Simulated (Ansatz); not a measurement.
# SiGeO4: what a guessed cell relaxes into, part 2 of 2

The task: take a trial cell of SiGeO4 to zero force and stress.

Ansatz 0.2.0; DFT PBE, scalar-relativistic, plane waves, PAW. Earlier steps stand in the parts before.

### Step 4. Full relaxation

The end of the coarse run is made exact in the group found at a tolerance of 0.06 Å and reduced to its primitive cell.

File input.yaml:

```yaml
crystal:
  lattice:
    - [5.461347539, 0.0, 0.0]
    - [-2.7306737695, 4.7296657076, 0.0]
    - [0.0, 0.0, 8.9152990931]
  atoms:
    - { symbol: Si, position: [0.3333333333, 0.6666666667, 0.9375325494] }
    - { symbol: Si, position: [0.6666666667, 0.3333333333, 0.4375325494] }
    - { symbol: Ge, position: [0.6666666667, 0.3333333333, 0.0624303314] }
    - { symbol: Ge, position: [0.3333333333, 0.6666666667, 0.5624303314] }
    - { symbol: O, position: [0.0114036844, 0.5057018422, 0.9978840903] }
    - { symbol: O, position: [0.4942981578, 0.5057018422, 0.9978840903] }
    - { symbol: O, position: [0.4942981578, 0.9885963156, 0.9978840903] }
    - { symbol: O, position: [0.3333333333, 0.6666666667, 0.7563848382] }
    - { symbol: O, position: [0.6666666667, 0.3333333333, 0.2563848382] }
    - { symbol: O, position: [0.5057018422, 0.0114036844, 0.4978840903] }
    - { symbol: O, position: [0.5057018422, 0.4942981578, 0.4978840903] }
    - { symbol: O, position: [0.9885963156, 0.4942981578, 0.4978840903] }
basis:
  ecutwfc: 420
kpoints:
  mp_grid: { grid: [6, 6, 4] }
hamiltonian:
  xc: pbe
scf:
  occupations: { method: gaussian, width: 0.02 }
output:
  forces: true
  stress: true
  eigenvalues: true
relax:
  adjacent_minimum: "off"
  f_tol: 0.01
  max_steps: 80
  cell: { stress_tol: 0.05 }
```

Started as:

```sh
$ ansatz run input.yaml --threads 1 --pin off --max-ram 2560MiB --backend cpu --events-out ev --progress --plain --runs-dir out
```

What it wrote:

```text
Warning: RAYON_NUM_THREADS=1 ignored (pool sized by the plan → 1); use --threads N
Engine: ansatz 0.2.0, aarch64-unknown-linux-gnu
Pseudopotentials: kind: paw
Pseudopotential: Si, paw, valence charge 4, recommended cutoff 420 eV (normal), Si.paw.azcp
Pseudopotential: Ge, paw, valence charge 14, recommended cutoff 420 eV (normal), Ge.paw.azcp
Pseudopotential: O, paw, valence charge 6, recommended cutoff 420 eV (normal), O.paw.azcp
Functional definition: PBE
  parameter kappa = 0.804
  parameter beta = 0.06672455060314922
  exchange = pbe_x(kappa = kappa, mu = beta*pi^2/3)
  correlation = pbe_c(beta = beta)
Crystal: 12 atoms, lattice volume = 230.285 Å³
Basis set: ecut = 420 eV, 4523 PW (Γ), exchange–correlation on 80×80×120 points (8 copies of the dense FFT grid, shifted against one another)
Bands: 54, of which v1, the nominal top of the filled ones, is band 42 counted from 1 (41 counted from 0)
Symmetry: 12 space group operations
Space group: P63mc (ITA 186), of the structure as read, at distance tolerance 6.1e-5 Å
k-points: 21 of 144 (time reversal used)
Non-local potential: Si, projectors of the file, l = 0: 2, l = 1: 2, l = 2: 2
Non-local potential: Ge, projectors of the file, l = 0: 2, l = 1: 2, l = 2: 3, l = 3: 1
Non-local potential: O, projectors of the file, l = 0: 2, l = 1: 2, l = 2: 1
PAW form: soft (Blöchl's): semilocal exchange-correlation on the pseudo side does not see the compensation charge
PAW one-centre angular grid: Si, 110 points (default); XC on 64 Gauss nodes
PAW one-centre angular grid: Ge, 590 points (default); XC on 64 Gauss nodes
PAW one-centre angular grid: O, 110 points (default); XC on 64 Gauss nodes
Initial density: superposition of atomic densities (neutral atoms: chi_scale 0, normalization atom), corrected by the library's trained network
Initial wavefunctions: pseudopotential atomic-orbital guess
Functional: x = pbe(κ = 0.804, μ = 0.2195149727645171), c = pbe(β = 0.06672455060314922)
SCF iter   1: F=—  HF=-14406.637576 eV  |F-HF|=—  |Δ(HF+E_count)|=         —  Δρ=1.99e-3  dr2=8.21e-3  ethr=1.77e-3  ⟨swp⟩=6.7  Hψ=5012  notcnv=0  defer=12
preconditioner: auto → Resta (q_TF=auto, 2.306 Å⁻¹)  ε∞=2.4  [insulator: Δε(μ)=4.058 eV  Ē_g=19.214 eV  σ=0.020 eV  W_gap=1.00  n_scr=42 (ndim 8)  ℏωp=22.4 eV  f_vac=0.381  D(μ)=0.00/eV (n_scr^D=0)  ε∞_Penn≈2.4]
SCF iter   2: F=—  HF=-14406.638552 eV  |F-HF|=—  |Δ(HF+E_count)|=   9.76e-4  Δρ=7.28e-4  dr2=1.38e-3  ethr=9.77e-6  ⟨swp⟩=3.1  Hψ=2287  notcnv=0  defer=139
SCF iter   3: F=—  HF=-14406.638453 eV  |F-HF|=—  |Δ(HF+E_count)|=   9.93e-5  Δρ=2.79e-4  dr2=1.33e-4  ethr=1.64e-6  ⟨swp⟩=2.1  Hψ=1611  notcnv=0  defer=139
SCF iter   4: F=—  HF=-14406.638442 eV  |F-HF|=—  |Δ(HF+E_count)|=   1.04e-5  Δρ=9.02e-5  dr2=1.38e-5  ethr=1.58e-7  ⟨swp⟩=2.0  Hψ=1940  notcnv=0  defer=139
SCF iter   5: F=—  HF=-14406.638010 eV  |F-HF|=—  |Δ(HF+E_count)|=   4.32e-4  Δρ=3.72e-5  dr2=3.56e-6  ethr=1.64e-8  ⟨swp⟩=2.0  Hψ=1877  notcnv=0  defer=139
SCF iter   6: F=—  HF=-14406.638010 eV  |F-HF|=—  |Δ(HF+E_count)|=   7.74e-7  Δρ=1.06e-5  dr2=3.64e-7  ethr=4.24e-9  ⟨swp⟩=2.0  Hψ=1871  notcnv=0  defer=139
SCF iter   7: F=—  HF=-14406.638010 eV  |F-HF|=—  |Δ(HF+E_count)|=   1.69e-8  Δρ=1.19e-5  dr2=2.63e-7  ethr=1.19e-10  ⟨swp⟩=12.8  Hψ=5795  notcnv=0
SCF iter   8: F=-14406.638010 eV  HF=-14406.638010 eV  |F-HF|=1.09e-8  |Δ(HF+E_count)|=   6.96e-8  Δρ=1.98e-6  dr2=1.48e-8  ethr=1.19e-10  ⟨swp⟩=3.0  Hψ=4229  notcnv=0
SCF 1 converged in 8 iterations: F = -14406.638010 eV  dr2 = 1.48e-8
relax step   1: F+E_penalty+E_count = -14406.63800957 eV  Δ(F+E_penalty+E_count) = +0.000e0 eV  max|allowed force component| = 3.952e-3 eV/Å  Δτ_max = 0.0000 Å  P = +0.333 GPa  Ω = 230.285 Å³  (8 SCF iters, dr2 threshold 1.00e-7 eV, accepted)
Crystal: 12 atoms, lattice volume = 230.602 Å³
Initial density: handed on by an earlier stage of this run
Initial wavefunctions: those handed on with the density
iter 1 solved again at ethr=1.89e-7 eV; its pass at ethr=3.10e-3 eV (dr2=1.59e-4 eV) is discarded
SCF iter   1: F=—  HF=-14406.638235 eV  |F-HF|=—  |Δ(HF+E_count)|=         —  Δρ=2.46e-4  dr2=1.33e-4  ethr=1.89e-7  ⟨swp⟩=2.9  Hψ=4173  notcnv=0
preconditioner: auto → Resta (q_TF=auto, 2.306 Å⁻¹)  ε∞=2.4  [insulator: Δε(μ)=4.048 eV  Ē_g=19.222 eV  σ=0.020 eV  W_gap=1.00  n_scr=42 (ndim 8)  ℏωp=22.4 eV  f_vac=0.383  D(μ)=0.00/eV (n_scr^D=0)  ε∞_Penn≈2.4]
SCF iter   2: F=—  HF=-14406.637660 eV  |F-HF|=—  |Δ(HF+E_count)|=   5.75e-4  Δρ=7.67e-5  dr2=1.22e-5  ethr=1.58e-7  ⟨swp⟩=2.0  Hψ=1638  notcnv=0
SCF iter   3: F=—  HF=-14406.637656 eV  |F-HF|=—  |Δ(HF+E_count)|=   3.68e-6  Δρ=3.36e-5  dr2=3.80e-6  ethr=1.46e-8  ⟨swp⟩=2.0  Hψ=1687  notcnv=0
SCF iter   4: F=-14406.637654 eV  HF=-14406.637654 eV  |F-HF|=2.93e-7  |Δ(HF+E_count)|=   1.79e-6  Δρ=7.28e-6  dr2=1.45e-7  ethr=3.35e-10  ⟨swp⟩=5.1  Hψ=5840  notcnv=0
SCF 2 converged in 4 iterations: F = -14406.637654 eV  dr2 = 1.45e-7
relax step   2: F+E_penalty+E_count = -14406.63765409 eV  Δ(F+E_penalty+E_count) = +3.555e-4 eV  max|allowed force component| = 6.333e-3 eV/Å  Δτ_max = 0.0001 Å  P = +0.154 GPa  Ω = 230.602 Å³  energy of the carried Pulay correction = -8.333e-4 eV  (4 SCF iters, dr2 threshold 2.81e-7 eV, accepted)
Crystal: 12 atoms, lattice volume = 230.871 Å³
iter 1 solved again at ethr=1.41e-7 eV; its pass at ethr=3.10e-3 eV (dr2=1.18e-4 eV) is discarded
SCF iter   1: F=—  HF=-14406.637550 eV  |F-HF|=—  |Δ(HF+E_count)|=         —  Δρ=2.09e-4  dr2=1.00e-4  ethr=1.41e-7  ⟨swp⟩=2.9  Hψ=4201  notcnv=0
preconditioner: auto → Resta (q_TF=auto, 2.305 Å⁻¹)  ε∞=2.4  [insulator: Δε(μ)=4.035 eV  Ē_g=19.214 eV  σ=0.020 eV  W_gap=1.00  n_scr=42 (ndim 8)  ℏωp=22.4 eV  f_vac=0.383  D(μ)=0.00/eV (n_scr^D=0)  ε∞_Penn≈2.4]
SCF iter   2: F=—  HF=-14406.637516 eV  |F-HF|=—  |Δ(HF+E_count)|=   3.39e-5  Δρ=6.84e-5  dr2=1.03e-5  ethr=1.19e-7  ⟨swp⟩=2.0  Hψ=1638  notcnv=0
SCF iter   3: F=—  HF=-14406.637080 eV  |F-HF|=—  |Δ(HF+E_count)|=   4.36e-4  Δρ=2.89e-5  dr2=3.02e-6  ethr=1.23e-8  ⟨swp⟩=2.0  Hψ=1576  notcnv=0
SCF iter   4: F=—  HF=-14406.637078 eV  |F-HF|=—  |Δ(HF+E_count)|=   1.53e-6  Δρ=7.30e-6  dr2=1.54e-7  ethr=3.59e-9  ⟨swp⟩=3.0  Hψ=2278  notcnv=0
SCF iter   5: F=-14406.637078 eV  HF=-14406.637078 eV  |F-HF|=5.42e-8  |Δ(HF+E_count)|=   1.23e-7  Δρ=3.32e-6  dr2=3.27e-8  ethr=7.10e-11  ⟨swp⟩=7.3  Hψ=5352  notcnv=0
SCF 3 converged in 5 iterations: F = -14406.637078 eV  dr2 = 3.27e-8
relax step   3: F+E_penalty+E_count = -14406.63707786 eV  Δ(F+E_penalty+E_count) = +5.762e-4 eV  max|allowed force component| = 3.429e-3 eV/Å  Δτ_max = 0.0001 Å  P = -0.000 GPa  Ω = 230.871 Å³  energy of the carried Pulay correction = -1.541e-3 eV  (5 SCF iters, dr2 threshold 5.96e-8 eV, accepted)
Initial wavefunctions: pseudopotential atomic-orbital guess (no wavefunctions were taken with the density)
iter 1 solved again at ethr=4.67e-7 eV; its pass at ethr=3.10e-3 eV (dr2=3.93e-4 eV) is discarded
SCF iter   1: F=—  HF=-14406.638892 eV  |F-HF|=—  |Δ(HF+E_count)|=         —  Δρ=1.64e-5  dr2=1.34e-7  ethr=4.67e-7  ⟨swp⟩=4.1  Hψ=8295  notcnv=0
eigensolver tolerance schedule: the retry pair's looser diagonalisation over-reported the residual by 2924.77 of it (diagonalisation noise at 0.79 of the residual, at the tolerance the schedule requests for it); recorded, not acted on — ethr = c·dr2/N_el stays at c = 1.0e-1
preconditioner: auto → Resta (q_TF=auto, 2.305 Å⁻¹)  ε∞=2.4  [insulator: Δε(μ)=4.037 eV  Ē_g=19.218 eV  σ=0.020 eV  W_gap=1.00  n_scr=42 (ndim 8)  ℏωp=22.4 eV  f_vac=0.383  D(μ)=0.00/eV (n_scr^D=0)  ε∞_Penn≈2.4]
SCF iter   2: F=—  HF=-14406.638457 eV  |F-HF|=—  |Δ(HF+E_count)|=   4.35e-4  Δρ=7.92e-6  dr2=3.97e-8  ethr=1.60e-10  ⟨swp⟩=3.0  Hψ=2573  notcnv=0
SCF iter   3: F=—  HF=-14406.638457 eV  |F-HF|=—  |Δ(HF+E_count)|=   1.43e-8  Δρ=3.50e-6  dr2=8.75e-9  ethr=4.72e-11  ⟨swp⟩=2.0  Hψ=1563  notcnv=0
SCF iter   4: F=—  HF=-14406.638457 eV  |F-HF|=—  |Δ(HF+E_count)|=  7.09e-10  Δρ=1.33e-6  dr2=3.24e-9  ethr=1.04e-11  ⟨swp⟩=2.0  Hψ=1774  notcnv=0
SCF iter   5: F=—  HF=-14406.638457 eV  |F-HF|=—  |Δ(HF+E_count)|=   1.54e-9  Δρ=2.96e-7  dr2=2.16e-10  ethr=3.85e-12  ⟨swp⟩=2.0  Hψ=1648  notcnv=0
SCF iter   6: F=-14406.638457 eV  HF=-14406.638457 eV  |F-HF|=8.37e-11  |Δ(HF+E_count)|=  4.73e-10  Δρ=1.27e-7  dr2=3.10e-11  ethr=1.00e-12  ⟨swp⟩=5.2  Hψ=3809  notcnv=0
SCF 4 converged in 6 iterations: F = -14406.638457 eV  dr2 = 3.10e-11
relax step   4: F+E_penalty+E_count = -14406.63845683 eV  Δ(F+E_penalty+E_count) = -1.379e-3 eV  max|allowed force component| = 3.493e-3 eV/Å  Δτ_max = 0.0000 Å  P = +0.011 GPa  Ω = 230.871 Å³  stress off target by 1.13e-2 GPa  SCF on the basis re-selected at this cell (its energy is not comparable with the rows above)  (6 SCF iters)
basis re-selected at this cell: Δ(F+E_penalty+E_count) = -1.379e-3 eV, ΔP = +0.011 GPa vs the last step (what re-selecting the basis moved, of the pressure what is left beyond the Pulay correction that the steps carried, after the strain that the cell walked since its last selection, with what the two solves' SCF thresholds leave and, on support functions, any second-order correction that the steps lacked; it is no measure of the basis error at this ecutwfc). This SCF's stress stands 1.13e-2 GPa from its target on what of the cell is left free (relax.cell.stress_tol is 5.00e-2 GPa) and its largest allowed force component is 3.49e-3 eV/Å (relax.f_tol is 1.00e-2 eV/Å): within both
SCF converged after 6 iterations
Free energy (F): -14406.638457 eV
Harris-Foulkes:  -14406.638457 eV  (|F-HF|=8.37e-11)
Internal energy: -14406.638457 eV  (E = F + TS)
E sigma→0 (E₀):  -14406.638457 eV
Fermi energy:    1.985951 eV
--- Per-component energies (eV) ---
  E_band       = -899.037535
  E_kinetic    = 1727.083856
  E_local      = -12312.806917  (includes V_loc(G=0)·N_el)
  E_nonlocal   = 1287.413780
  E_hartree    = 5160.743421
  E_xc         = -847.120240
  E_vxc        = -970.651643  (∫ρ·V_xc dr)
  E_paw        = -6353.788499  (= ΣΔE_a)
  E_vpaw       = -951.584348  (= ΣTr[D̂ρ^β])
  E_aug_tail   = 0.021118  (compensation charges beyond the density's cutoff)
  E_ewald      = -3068.184975
  E_smearing   = -0.000000  (= −TS)
  E_closure    = 0.000000  (closes the sum)
  Σ components = -14406.638457   (vs F -14406.638457, Δ=0.00e0)
--- Forces (eV/Å), atoms counted from 1 ---
  atom   1  Si     0.00000000    -0.00000000    -0.00348707
  atom   2  Si    -0.00000000     0.00000000    -0.00348707
  atom   3  Ge     0.00000000     0.00000000    -0.00216651
  atom   4  Ge     0.00000000    -0.00000000    -0.00216651
  atom   5  O      0.00002878     0.00001661     0.00165422
  atom   6  O     -0.00002878     0.00001661     0.00165422
  atom   7  O     -0.00000000    -0.00003323     0.00165422
  atom   8  O      0.00000000    -0.00000000     0.00072854
  atom   9  O      0.00000000     0.00000000     0.00072854
  atom  10  O     -0.00000000     0.00003323     0.00165422
  atom  11  O      0.00002878    -0.00001661     0.00165422
  atom  12  O     -0.00002878    -0.00001661     0.00165422
  max |Σ_I F_I| component: 7.53e-5 eV/Å
--- Stress (GPa, compression-positive) ---
        0.011337       0.000000       0.000000
        0.000000       0.011337       0.000000
        0.000000       0.000000       0.010933
  P = ⅓ Tr σ = 0.0112 GPa (0.112 kbar)
--- Band table (eV; the first three rows and the last of 21) ---
  k-point 0: bands = ["-23.6812", "-23.6756", "-23.6751", "-23.6751", "-23.6747", "-23.6747", "-23.3944", "-23.3944", "-23.3943", "-23.3943", "-19.0201", "-18.5913", "-17.5707", "-16.8747", "-16.8747", "-16.8634", "-16.8625", "-16.8625", "-10.2067", "-9.0276", "-6.3036", "-5.5137", "-5.5137", "-5.5064", "-5.2663", "-5.2663", "-2.6217", "-2.0392", "-2.0392", "-1.8247", "-1.8247", "-1.6934", "-1.6934", "-1.5556", "-1.5556", "-1.5295", "-0.6725", "-0.6725", "-0.0497", "-0.0497", "-0.0377", "-0.0324", "4.0043", "5.5238", "6.8760", "7.7182", "8.0375", "8.4016", "8.4016", "8.8453", "9.4826", "9.4826", "9.8722", "10.9424"]
  k-point 1: bands = ["-23.6804", "-23.6764", "-23.6750", "-23.6750", "-23.6748", "-23.6748", "-23.3944", "-23.3944", "-23.3943", "-23.3943", "-18.9741", "-18.6814", "-17.4429", "-16.9536", "-16.8729", "-16.8729", "-16.8643", "-16.8643", "-10.0598", "-9.2402", "-6.1388", "-5.5898", "-5.4798", "-5.4798", "-5.3051", "-5.3051", "-2.4876", "-2.0206", "-2.0206", "-1.8862", "-1.8862", "-1.7204", "-1.6418", "-1.6418", "-1.5624", "-1.5624", "-0.5834", "-0.5834", "-0.1431", "-0.1431", "-0.0369", "-0.0332", "4.2355", "5.2966", "6.9911", "7.5471", "8.1736", "8.5535", "8.5535", "9.0616", "9.3185", "9.3185", "9.5618", "10.6516"]
  k-point 2: bands = ["-23.6784", "-23.6784", "-23.6749", "-23.6749", "-23.6749", "-23.6749", "-23.3943", "-23.3943", "-23.3943", "-23.3943", "-18.8468", "-18.8468", "-17.1824", "-17.1824", "-16.8686", "-16.8686", "-16.8686", "-16.8686", "-9.6796", "-9.6796", "-5.8270", "-5.8270", "-5.3947", "-5.3947", "-5.3947", "-5.3947", "-2.1313", "-2.1313", "-1.9668", "-1.9668", "-1.9668", "-1.9668", "-1.5881", "-1.5881", "-1.5881", "-1.5881", "-0.3653", "-0.3653", "-0.3653", "-0.3653", "-0.0349", "-0.0349", "4.7683", "4.7683", "7.2579", "7.2579", "8.6043", "8.6043", "8.9289", "8.9289", "8.9289", "8.9289", "10.0155", "10.0155"]
  k-point 20: bands = ["-23.6826", "-23.6826", "-23.6747", "-23.6747", "-23.6742", "-23.6742", "-23.3943", "-23.3943", "-23.3943", "-23.3943", "-18.3642", "-18.3642", "-17.8515", "-17.8515", "-16.8850", "-16.8850", "-16.8783", "-16.8783", "-8.4900", "-8.4900", "-6.9404", "-6.9404", "-5.1294", "-5.1294", "-5.0488", "-5.0488", "-2.5099", "-2.5099", "-2.3416", "-2.3416", "-1.9268", "-1.9268", "-1.6668", "-1.6668", "-1.4542", "-1.4542", "-0.9336", "-0.9336", "-0.5108", "-0.5108", "-0.4337", "-0.4337", "6.1992", "6.1992", "8.1197", "8.1197", "8.2287", "8.2287", "9.7216", "9.7216", "9.8998", "9.8998", "10.2820", "10.2820"]
--- Relaxed structure (3 steps of the walk, 3 accepted, 1 SCFs on fresh bases) ---
  F+E_penalty+E_count = -14406.63845683 eV   max|allowed force component| = 3.493e-3 eV/Å   (the final SCF, on the basis selected at the relaxed cell)
  cell:  # Å, volume = 230.8710 Å³
    - [5.466103655136764, 0.0, 3.217507090754108e-35]
    - [-2.733051827568382, 4.733784625067411, -1.608753545377054e-35]
    - [5.25237367583943e-35, 0.0, 8.922425988254359]
  atoms:
    - { symbol: Si, position: [0.3333333333333333, 0.6666666666666667, 0.9375276255596461] }
    - { symbol: Si, position: [0.6666666666666667, 0.3333333333333333, 0.4375276255596462] }
    - { symbol: Ge, position: [0.6666666666666667, 0.3333333333333333, 0.06241013721639405] }
    - { symbol: Ge, position: [0.3333333333333333, 0.6666666666666667, 0.562410137216394] }
    - { symbol: O, position: [0.011426164311917286, 0.5057130821559587, 0.9978938905965038] }
    - { symbol: O, position: [0.4942869178440414, 0.5057130821559587, 0.9978938905965038] }
    - { symbol: O, position: [0.4942869178440414, 0.9885738356880828, 0.9978938905965038] }
    - { symbol: O, position: [0.3333333333333333, 0.6666666666666667, 0.7563805553344491] }
    - { symbol: O, position: [0.6666666666666667, 0.3333333333333333, 0.2563805553344491] }
    - { symbol: O, position: [0.5057130821559588, 0.011426164311917343, 0.49789389059650374] }
    - { symbol: O, position: [0.5057130821559587, 0.4942869178440414, 0.49789389059650374] }
    - { symbol: O, position: [0.9885738356880827, 0.4942869178440414, 0.49789389059650374] }
```

It took 98 s on 1 thread of Arm Neoverse V1, shared host; peak memory 0.53 GiB.

Step by step:

| step | E - E(step 1) (eV/cell) | largest force component (eV/Å) | pressure (GPa) | volume (Å³) |
| --- | --- | --- | --- | --- |
| 1 | 0.0000 | 0.0040 | 0.33 | 230.29 |
| 2 | 0.0004 | 0.0063 | 0.15 | 230.60 |
| 3 | 0.0009 | 0.0034 | 0.00 | 230.87 |
| 4 | -0.0004 | 0.0035 | 0.01 | 230.87 |

Step 1 is the start. Step 4 repeats the geometry before it on a plane-wave basis chosen anew for that cell, so its energy need not be comparable with the rows above.

|  | before | after | change |
| --- | --- | --- | --- |
| a (Å) | 5.461 | 5.466 | +0.1 % |
| b (Å) | 5.461 | 5.466 | +0.1 % |
| c (Å) | 8.915 | 8.922 | +0.1 % |
| volume (Å³/atom) | 19.19 | 19.24 | +0.3 % |
| shortest distance (Å) | 1.615 | 1.616 | +0.1 % |
| space group (0.01 Å) | P6_3mc | P6_3mc | same |

Forces and stress were held to the start's 12 operations: a distortion of lower symmetry was not tested.

### Step 5. Changing settings: symmetry.detect false, ecutrho_ratio 9

File input.yaml:

```yaml
crystal:
  lattice:
    - [5.4661036551, 0.0, 0.0]
    - [-2.7330518276, 4.7337846251, 0.0]
    - [0.0, 0.0, 8.9224259883]
  atoms:
    - { symbol: Si, position: [0.3333333333, 0.6666666667, 0.9375276256] }
    - { symbol: Si, position: [0.6666666667, 0.3333333333, 0.4375276256] }
    - { symbol: Ge, position: [0.6666666667, 0.3333333333, 0.0624101372] }
    - { symbol: Ge, position: [0.3333333333, 0.6666666667, 0.5624101372] }
    - { symbol: O, position: [0.0114261643, 0.5057130822, 0.9978938906] }
    - { symbol: O, position: [0.4942869178, 0.5057130822, 0.9978938906] }
    - { symbol: O, position: [0.4942869178, 0.9885738357, 0.9978938906] }
    - { symbol: O, position: [0.3333333333, 0.6666666667, 0.7563805553] }
    - { symbol: O, position: [0.6666666667, 0.3333333333, 0.2563805553] }
    - { symbol: O, position: [0.5057130822, 0.0114261643, 0.4978938906] }
    - { symbol: O, position: [0.5057130822, 0.4942869178, 0.4978938906] }
    - { symbol: O, position: [0.9885738357, 0.4942869178, 0.4978938906] }
  symmetry: { detect: false }
basis:
  ecutwfc: 420
  ecutrho_ratio: 9
kpoints:
  mp_grid: { grid: [6, 6, 4] }
hamiltonian:
  xc: pbe
scf:
  occupations: { method: gaussian, width: 0.02 }
output:
  forces: true
  eigenvalues: true
  stress: true
```

Started as:

```sh
$ ansatz run input.yaml --threads 1 --pin off --max-ram 2560MiB --backend cpu --events-out ev --progress --plain --runs-dir out
```

What it wrote (excerpt; [...] marks lines left out):

```text
Warning: RAYON_NUM_THREADS=1 ignored (pool sized by the plan → 1); use --threads N
[...]
Pseudopotentials: kind: paw
Pseudopotential: Si, paw, valence charge 4, recommended cutoff 420 eV (normal), Si.paw.azcp
Pseudopotential: Ge, paw, valence charge 14, recommended cutoff 420 eV (normal), Ge.paw.azcp
Pseudopotential: O, paw, valence charge 6, recommended cutoff 420 eV (normal), O.paw.azcp
Functional definition: PBE
[...]
Crystal: 12 atoms, lattice volume = 230.871 Å³
[...]
  atom   5  O     -0.00006176    -0.00003533     0.00168597
  atom   6  O      0.00006168    -0.00003530     0.00168602
  atom   7  O     -0.00000003     0.00007175     0.00168600
  atom   8  O      0.00000002    -0.00000024     0.00060384
[...]
--- Stress (GPa, compression-positive) ---
        0.011397       0.000000       0.000000
        0.000000       0.011398       0.000001
        0.000000       0.000001       0.011057
  P = ⅓ Tr σ = 0.0113 GPa (0.113 kbar)
--- Band table (eV; the first three rows and the last of 76) ---
[...]
```

Wall time 88 s (1 thread of Arm Neoverse V1, shared host); peak memory 1 GiB.

```csv
run,ending,energy change,pressure (GPa),gap (eV),force (eV/Å),cycles,time
step 4,converged,0,0.0,4.04,0.00,-,98 s
variant,converged,0.0 meV/atom,0.0,4.04,0.00,8,88 s
```

Changing the use of symmetry and numerical grids hardly moves the energy: 0.0 meV/atom.

### Step 6. What came out

The summary covers parts 1 to 2. Changes of volume or cell count from the first structure of part 1.

```
                                                              quantity                                                                       value
                                symmetry at the end (tolerance 0.02 Å)                                                space group P6_3mc (No. 186)
                                                     conventional cell  a = 5.466 Å, b = 5.466 Å, c = 8.922 Å, α = 90.00°, β = 90.00°, γ = 120.00°
                                                                volume                                                               19.24 Å³/atom
energy over the elements (uncorrected; H, N, O, F and Cl as molecules)                                                               -2.11 eV/atom
                                                       gap on the mesh                                                                     4.04 eV
```

The space group P6_3mc (No. 186) is kept, and the volume per atom grows by 3.8 % from the first guess. A negative formation energy is needed for stability but isn't enough; other structures and compounds were not set against it here. No finished test with a distortion of lower symmetry is shown, so the end may be a saddle point.
